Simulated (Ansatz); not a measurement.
# GaGe (F-43m) in Ansatz: a series of runs

Runs on GaGe. Level: PBEsol. Tasks: single point, equation of state.

Everything below comes from runs of Ansatz 0.2.0. Logs are shortened: lines on timing, memory, paths and dates and some standing lists are left out, and cuts for length are marked.

### Step 1. Starting point

The structure is cubic, space group F-43m (No. 216). Conventional cell: a = 5.796 Å, b = 5.796 Å, c = 5.796 Å, α = 90.00°, β = 90.00°, γ = 90.00°. Ge (site symmetry -43m) is surrounded by 4 Ga at 2.51 Å. Ga (site symmetry -43m) has 4 Ge at 2.51 Å as nearest neighbours.

The cell comes from a database or a generator and needn't be the stable form of this composition.

### Step 2. Single point, PBEsol, 22.87 Å³/atom (volume scaled by 0.94)

Input file input.yaml:

```yaml
crystal:
  lattice:
    - [0.0, 2.8386877276, 2.8386877276]
    - [2.8386877276, 0.0, 2.8386877276]
    - [2.8386877276, 2.8386877276, 0.0]
  atoms:
    - { symbol: Ge, position: [0.0, 0.0, 0.0] }
    - { symbol: Ga, position: [0.25, 0.25, 0.25] }
kpoints:
  mp_grid: { grid: [8, 8, 8] }
scf:
  occupations: { method: fermi_dirac, width: 0.05 }
hamiltonian:
  xc: pbesol
  pseudopotentials: { kind: all_electron, lapw: { basis_error: 0.001 } }
output:
  forces: true
  stress: true
  eigenvalues: true
```

Potentials or basis: all-electron LAPW, scalar-relativistic.

Run with:

```bash
ansatz run input.yaml --threads 1 --pin off --max-ram 3072MiB --backend cpu --events-out ev --progress --plain --runs-dir out
```

What it wrote:

```text
Warning: RAYON_NUM_THREADS=1 ignored (pool sized by the plan → 1); use --threads N
LAPW: plane waves up to 9.113 Å⁻¹, error target 1.0e-3 eV per atom; small_component_spin mean_spin; Ga in spheres of 1.233 Å, 21 of its electrons in bands, Dirac shells []; Ge in spheres of 1.225 Å, 22 of its electrons in bands, Dirac shells [] (how accurate: hamiltonian.pseudopotentials.lapw.basis_error, Limitations)
Engine: ansatz 0.2.0, x86_64-unknown-linux-gnu
Pseudopotentials: kind: all_electron
Pseudopotential: Ge, LAPW, valence charge 22, lapw/all_electron/scalar/gaussian/Ge, Koelling and Harmon's equation, gaussian nucleus
Pseudopotential: Ga, LAPW, valence charge 21, lapw/all_electron/scalar/gaussian/Ga, Koelling and Harmon's equation, gaussian nucleus
Functional definition: PBEsol
  exchange = pbesol_x
  correlation = pbesol_c
Crystal: 2 atoms, lattice volume = 45.749 Å³
Basis set: ecut = 316.43888625400916 eV, 561 PW (Γ), exchange–correlation at level 2
Bands: 26, of which v1, the nominal top of the filled ones, is band 22 counted from 1 (21 counted from 0)
Symmetry: 24 space group operations
Space group: F-43m (ITA 216), of the structure as read, at distance tolerance 3.6e-5 Å
k-points: 29 of 512 (time reversal used)
Non-local potential: Ge, projectors of the file, none
Non-local potential: Ga, projectors of the file, none
Initial density: superposition of atomic densities (chi_scale 0.1, normalization cell, long waves kept (reshape's long-wave potential 0.00 eV rms))
Initial wavefunctions: plane waves of lowest kinetic energy (no species holds an atomic orbital)
Functional: x = pbesol(κ = 0.804, μ = 0.12345679012345678), c = pbesol(β = 0.046)
iter 1 solved again at ethr=4.06e-4 eV; its pass at ethr=1.00e-1 eV (dr2=1.75e-1 eV) is discarded
SCF iter   1: F=—  HF=-109934.585477 eV  |F-HF|=—  |Δ(HF+E_count)|=         —  Δρ=1.99e-2  dr2=1.76e-1  ethr=4.06e-4  ⟨swp⟩=2.9  Hψ=4732  notcnv=0
preconditioner: auto → LDOS  [insulator: Δε(μ)=0.194 eV  Ē_g=20.420 eV  σ=0.050 eV  W_gap=0.64  n_scr=14 (ndim 8)  ℏωp=28.5 eV  f_vac=0.098  D(μ)=1.10/eV (n_scr^D=8)  ε∞_Penn≈3.0  β→1.0]
SCF iter   2: F=—  HF=-109934.640987 eV  |F-HF|=—  |Δ(HF+E_count)|=   5.55e-2  Δρ=5.56e-3  dr2=2.34e-2  ethr=4.06e-4  ⟨swp⟩=2.1  Hψ=2262  notcnv=0
SCF iter   3: F=—  HF=-109934.530409 eV  |F-HF|=—  |Δ(HF+E_count)|=   1.11e-1  Δρ=3.59e-3  dr2=8.03e-3  ethr=5.44e-5  ⟨swp⟩=3.0  Hψ=2430  notcnv=0
SCF iter   4: F=—  HF=-109934.512254 eV  |F-HF|=—  |Δ(HF+E_count)|=   1.82e-2  Δρ=1.20e-3  dr2=9.48e-4  ethr=1.87e-5  ⟨swp⟩=2.0  Hψ=2129  notcnv=0
SCF iter   5: F=—  HF=-109934.511944 eV  |F-HF|=—  |Δ(HF+E_count)|=   3.10e-4  Δρ=5.42e-4  dr2=2.15e-4  ethr=2.20e-6  ⟨swp⟩=2.0  Hψ=2129  notcnv=0
iter 6 solved again at ethr=3.53e-8 eV; its pass at ethr=4.99e-7 eV (dr2=1.52e-5 eV) is discarded
SCF iter   6: F=—  HF=-109934.511529 eV  |F-HF|=—  |Δ(HF+E_count)|=   4.14e-4  Δρ=1.84e-4  dr2=1.51e-5  ethr=3.53e-8  ⟨swp⟩=2.0  Hψ=3683  notcnv=0
SCF iter   7: F=—  HF=-109934.511531 eV  |F-HF|=—  |Δ(HF+E_count)|=   1.60e-6  Δρ=2.62e-5  dr2=3.04e-7  ethr=3.51e-8  ⟨swp⟩=3.0  Hψ=2225  notcnv=0
SCF iter   8: F=-109934.511531 eV  HF=-109934.511531 eV  |F-HF|=3.74e-8  |Δ(HF+E_count)|=   2.40e-8  Δρ=5.34e-6  dr2=2.13e-8  ethr=7.07e-10  ⟨swp⟩=2.6  Hψ=2151  notcnv=0
SCF 1 converged in 8 iterations: F = -109934.511531 eV  dr2 = 2.13e-8
SCF converged after 8 iterations
Free energy (F): -109934.511531 eV
Harris-Foulkes:  -109934.511531 eV  (|F-HF|=3.74e-8)
Internal energy: -109934.503084 eV  (E = F + TS)
E sigma→0 (E₀):  -109934.507308 eV
Entropy (-TS):   -0.008447 eV (-4.223 meV/atom)
Fermi energy:    8.424608 eV
--- Per-component energies (eV) ---
  E_band       = -1883.100711
  E_kinetic    = 112160.130468
  E_xc         = -4146.400107
  E_electrostatic = -217948.233445  (all electrons and nuclei)
  E_smearing   = -0.008447  (= −TS)
  E_closure    = 0.000000  (closes the sum)
  E_atoms      = -109926.625147  (free atoms, spherical and without spin; not in F)
  Σ components = -109934.511531   (vs F -109934.511531, Δ=0.00e0)
  Basis errors (estimates in eV, not in F): energy 4.4e-4 per atom: plane waves 4.0e-4 (2.4e-4 summed), levels above the bands 1.3e-70, relativity 1.2e-8, radial functions 3.5e-5, core shells 5.3e-11; eigenvalues (radial functions only) 8.9e-7; not estimated: angular momenta, meshes, grids; target (lapw.basis_error) 1.0e-3; muffin-tin radii Ga 1.233 Å, Ge 1.225 Å
--- Forces (eV/Å), atoms counted from 1 ---
  atom   1  Ge    -0.00000000     0.00000000    -0.00000000
  atom   2  Ga     0.00000000     0.00000000     0.00000000
  max |Σ_I F_I| component: 9.25e-18 eV/Å
--- Stress (GPa, compression-positive) ---
        0.845605       0.000000       0.000000
        0.000000       0.845605       0.000000
        0.000000       0.000000       0.845605
  P = ⅓ Tr σ = 0.8456 GPa (8.456 kbar)
--- Band table (eV; the first three rows and the last of 29) ---
  k-point 0: bands = ["-154.2076", "-134.3913", "-101.5160", "-101.5160", "-101.5160", "-85.2909", "-85.2909", "-85.2909", "-15.4945", "-15.4945", "-15.4945", "-15.4711", "-15.4711", "-5.9029", "-5.9029", "-5.9029", "-5.8307", "-5.8307", "-2.4663", "10.2509", "10.2509", "10.2509", "11.0777", "12.9146", "12.9146", "12.9146"]
  k-point 1: bands = ["-154.2076", "-134.3913", "-101.5160", "-101.5160", "-101.5160", "-85.2909", "-85.2909", "-85.2909", "-15.4945", "-15.4940", "-15.4940", "-15.4710", "-15.4710", "-5.9081", "-5.8996", "-5.8996", "-5.8310", "-5.8310", "-2.2709", "8.1728", "9.9188", "9.9188", "11.6829", "13.3565", "13.3565", "13.8597"]
  k-point 2: bands = ["-154.2076", "-134.3913", "-101.5160", "-101.5160", "-101.5160", "-85.2909", "-85.2909", "-85.2909", "-15.4944", "-15.4929", "-15.4929", "-15.4706", "-15.4706", "-5.9208", "-5.8924", "-5.8924", "-5.8311", "-5.8311", "-1.7048", "5.7694", "9.3706", "9.3706", "11.2386", "13.9294", "13.9294", "15.9334"]
  k-point 28: bands = ["-154.2076", "-134.3913", "-101.5160", "-101.5160", "-101.5160", "-85.2909", "-85.2909", "-85.2909", "-15.4941", "-15.4924", "-15.4876", "-15.4718", "-15.4682", "-5.9507", "-5.8734", "-5.8633", "-5.8406", "-5.8298", "0.9203", "2.6369", "6.0862", "6.1962", "14.3384", "14.5541", "14.8568", "14.9859"]
```

Run time: 9 s. Hardware: 1 thread of Intel Xeon 6975P-C (Granite Rapids), shared host; peak memory 0.34 GiB.

What came out:

| Quantity | Value |
| --- | --- |
| Free energy | -109934.5115 eV |
| Pressure | 0.8 GPa |
| Band gap on the k mesh | none (metal or under the smearing width) |

### Step 3. Single point, PBEsol, 23.36 Å³/atom (volume scaled by 0.96)

input.yaml, as its differences from that of step 2:

```diff
@@ -2,5 +2,5 @@
   lattice:
-    - [0.0, 2.8386877276, 2.8386877276]
-    - [2.8386877276, 0.0, 2.8386877276]
-    - [2.8386877276, 2.8386877276, 0.0]
+    - [0.0, 2.8586791449, 2.8586791449]
+    - [2.8586791449, 0.0, 2.8586791449]
+    - [2.8586791449, 2.8586791449, 0.0]
   atoms:
```

Potentials or basis: all-electron LAPW, scalar-relativistic.

Run with:

```bash
ansatz run input.yaml --threads 1 --pin off --max-ram 3072MiB --backend cpu --events-out ev --progress --plain --runs-dir out
```

Wall time 9.1 s (1 thread of Intel Xeon 6975P-C (Granite Rapids), shared host); peak memory 0.34 GiB.

The run converged. Its results:

```yaml
Free_energy: -109934.5129 eV
Pressure: -0.4 GPa
Band_gap_on_the_k_mesh: none (metal or under the smearing width)
```

### Step 4. Single point, PBEsol, 23.85 Å³/atom (volume scaled by 0.98)

input.yaml, as its differences from that of step 3:

```diff
@@ -2,5 +2,5 @@
   lattice:
-    - [0.0, 2.8586791449, 2.8586791449]
-    - [2.8586791449, 0.0, 2.8586791449]
-    - [2.8586791449, 2.8586791449, 0.0]
+    - [0.0, 2.8783947965, 2.8783947965]
+    - [2.8783947965, 0.0, 2.8783947965]
+    - [2.8783947965, 2.8783947965, 0.0]
   atoms:
```

Run with:

```bash
ansatz run input.yaml --threads 1 --pin off --max-ram 3072MiB --backend cpu --events-out ev --progress --plain --runs-dir out
```

It took 9.9 s on 1 thread of Intel Xeon 6975P-C (Granite Rapids), shared host; peak memory 0.34 GiB.

The run converged. Its results:

- Free energy: -109934.5074 eV
- Pressure: -1.4 GPa
- Band gap on the k mesh: none (metal or under the smearing width)

### Step 5. Single point, PBEsol, 24.33 Å³/atom

input.yaml, as its differences from that of step 4:

```diff
@@ -2,5 +2,5 @@
   lattice:
-    - [0.0, 2.8783947965, 2.8783947965]
-    - [2.8783947965, 0.0, 2.8783947965]
-    - [2.8783947965, 2.8783947965, 0.0]
+    - [0.0, 2.897844, 2.897844]
+    - [2.897844, 0.0, 2.897844]
+    - [2.897844, 2.897844, 0.0]
   atoms:
```

Run with:

```bash
ansatz run input.yaml --threads 1 --pin off --max-ram 3072MiB --backend cpu --events-out ev --progress --plain --runs-dir out
```

Wall time 8.9 s (1 thread of Intel Xeon 6975P-C (Granite Rapids), shared host); peak memory 0.33 GiB.

Results (log left out):

* Free energy: -109934.4958 eV
* Pressure: -2.4 GPa
* Band gap on the k mesh: none (metal or under the smearing width)

### Step 6. Single point, PBEsol, 24.82 Å³/atom (volume scaled by 1.02)

input.yaml, as its differences from that of step 5:

```diff
@@ -2,5 +2,5 @@
   lattice:
-    - [0.0, 2.897844, 2.897844]
-    - [2.897844, 0.0, 2.897844]
-    - [2.897844, 2.897844, 0.0]
+    - [0.0, 2.9170355792, 2.9170355792]
+    - [2.9170355792, 0.0, 2.9170355792]
+    - [2.9170355792, 2.9170355792, 0.0]
   atoms:
```

Potentials or basis: all-electron LAPW, scalar-relativistic.

Run with:

```bash
ansatz run input.yaml --threads 1 --pin off --max-ram 3072MiB --backend cpu --events-out ev --progress --plain --runs-dir out
```

Run time: 9.3 s. Hardware: 1 thread of Intel Xeon 6975P-C (Granite Rapids), shared host; peak memory 0.34 GiB.

The run converged. Its results:

* Free energy: -109934.4786 eV
* Pressure: -3.2 GPa
* Band gap on the k mesh: none (metal or under the smearing width)

### Step 7. Single point, PBEsol, 25.31 Å³/atom (volume scaled by 1.04)

input.yaml, as its differences from that of step 6:

```diff
@@ -2,5 +2,5 @@
   lattice:
-    - [0.0, 2.9170355792, 2.9170355792]
-    - [2.9170355792, 0.0, 2.9170355792]
-    - [2.9170355792, 2.9170355792, 0.0]
+    - [0.0, 2.9359778994, 2.9359778994]
+    - [2.9359778994, 0.0, 2.9359778994]
+    - [2.9359778994, 2.9359778994, 0.0]
   atoms:
```

Run with:

```bash
ansatz run input.yaml --threads 1 --pin off --max-ram 3072MiB --backend cpu --events-out ev --progress --plain --runs-dir out
```

Wall time 9.2 s (1 thread of Intel Xeon 6975P-C (Granite Rapids), shared host); peak memory 0.33 GiB.

It converged, with:

```
Free energy            : -109934.4567 eV
Pressure               : -4.0 GPa
Band gap on the k mesh : none (metal or under the smearing width)
```

### Step 8. Single point, PBEsol, 25.79 Å³/atom (volume scaled by 1.06)

input.yaml, as its differences from that of step 7:

```diff
@@ -2,5 +2,5 @@
   lattice:
-    - [0.0, 2.9359778994, 2.9359778994]
-    - [2.9359778994, 0.0, 2.9359778994]
-    - [2.9359778994, 2.9359778994, 0.0]
+    - [0.0, 2.9546788998, 2.9546788998]
+    - [2.9546788998, 0.0, 2.9546788998]
+    - [2.9546788998, 2.9546788998, 0.0]
   atoms:
```

Run with:

```bash
ansatz run input.yaml --threads 1 --pin off --max-ram 3072MiB --backend cpu --events-out ev --progress --plain --runs-dir out
```

Wall time 9.1 s (1 thread of Intel Xeon 6975P-C (Granite Rapids), shared host); peak memory 0.31 GiB.

The run converged. Its results:

```yaml
Free_energy: -109934.4304 eV
Pressure: -4.6 GPa
Band_gap_on_the_k_mesh: none (metal or under the smearing width)
```

### Step 9. Equation of state, PBEsol

Potentials or basis: all-electron LAPW, scalar-relativistic.

This step only gathers the single runs of the series.

What came out:

* Equilibrium volume: 23.21 Å³/atom
* Bulk modulus: 56 GPa
* Pressure derivative of the bulk modulus: 4.7

Energy against volume, from the lowest point:
```
volume (Å³/atom)  energy (meV/atom)
          22.875               0.70
          23.361               0.00
          23.848               2.76
          24.335               8.59
          24.821              17.15
          25.308              28.12
          25.795              41.24
```
